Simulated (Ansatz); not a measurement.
# AsRu (CsCl type): how the settings move a relaxation

How sensitive is a relaxation of AsRu (CsCl type) to its settings? A reference run comes first, then one run with altered input.

Method: reference: DFT, PBEsol, PAW with Ansatz's default frozen-core files, scalar-relativistic, in Ansatz 0.2.0.

1 further run of the same task is left out (it didn't finish).

## (1) The structure to begin with

The structure is cubic, space group Pm-3m (No. 221). Conventional cell: a = 2.914 Å, b = 2.914 Å, c = 2.914 Å, α = 90.00°, β = 90.00°, γ = 90.00°. Around Ru (site symmetry m-3m) lie 8 As at 2.52 Å. As (site symmetry m-3m) is surrounded by 8 Ru at 2.52 Å.

As a file:

```xyz
2
Lattice="2.9144 0.0000 0.0000 0.0000 2.9144 0.0000 0.0000 0.0000 2.9144" Properties=species:S:1:pos:R:3 pbc="T T T"
Ru    0.0000    0.0000    0.0000
As    1.4572    1.4572    1.4572
```

## (2) Baseline

The input, input.yaml:

```yaml
crystal:
  lattice:
    - [2.9143509887, 0.0, 0.0]
    - [0.0, 2.9143509887, 0.0]
    - [0.0, 0.0, 2.9143509887]
  atoms:
    - { symbol: Ru, position: [0.0, 0.0, 0.0] }
    - { symbol: As, position: [0.5, 0.5, 0.5] }
kpoints:
  mp_grid: { grid: [14, 14, 14] }
scf:
  occupations: { method: fermi_dirac, width: 0.1 }
hamiltonian:
  xc: pbesol
  pseudopotentials: { kind: paw }
output:
  forces: true
  stress: true
  write_density: true
  write_potential: true
  elf: true
  volumetric_format: npy
relax:
  f_tol: 0.005
  max_steps: 40
  cell: {}
```

On the command line:

```bash
> ansatz run input.yaml --threads 1 --pin off --max-ram 2048MiB --backend cpu --events-out ev --progress --plain --runs-dir out
```

## (3) Changing settings: scf.algorithm direct_min, accuracy high

Edit input.yaml of step 2 so:

```diff
@@ -12,2 +12,3 @@
   occupations: { method: fermi_dirac, width: 0.1 }
+  algorithm: direct_min
 hamiltonian:
@@ -18,6 +19,2 @@
   stress: true
-  write_density: true
-  write_potential: true
-  elf: true
-  volumetric_format: npy
 relax:
@@ -26 +23,2 @@
   cell: {}
+accuracy: high
```

Before running it: what results should come out? Wanted: for each run, ending; energy change; pressure; gap; force.

As calculated:

| run | ending | energy change | pressure (GPa) | gap (eV) | force (eV/Å) | cycles | time |
| --- | --- | --- | --- | --- | --- | --- | --- |
| reference | converged | 0 | 0.0 | 0.00 | 0.00 | 44 | 27 s |
| 1: scf.algorithm direct_min, accuracy high | converged | 0.0 meV/atom | 0.0 | 0.00 | 0.00 | 29 | 57 s |

Times don't compare one to one where runs were asked for different outputs or read a saved state (see the inputs); cycles may leave out searches for a lower state.

The changed input (solver and accuracy level) leaves the energy the same to the digits printed. The reference has no spin polarisation; with Ru present, a magnetic state may lie lower.
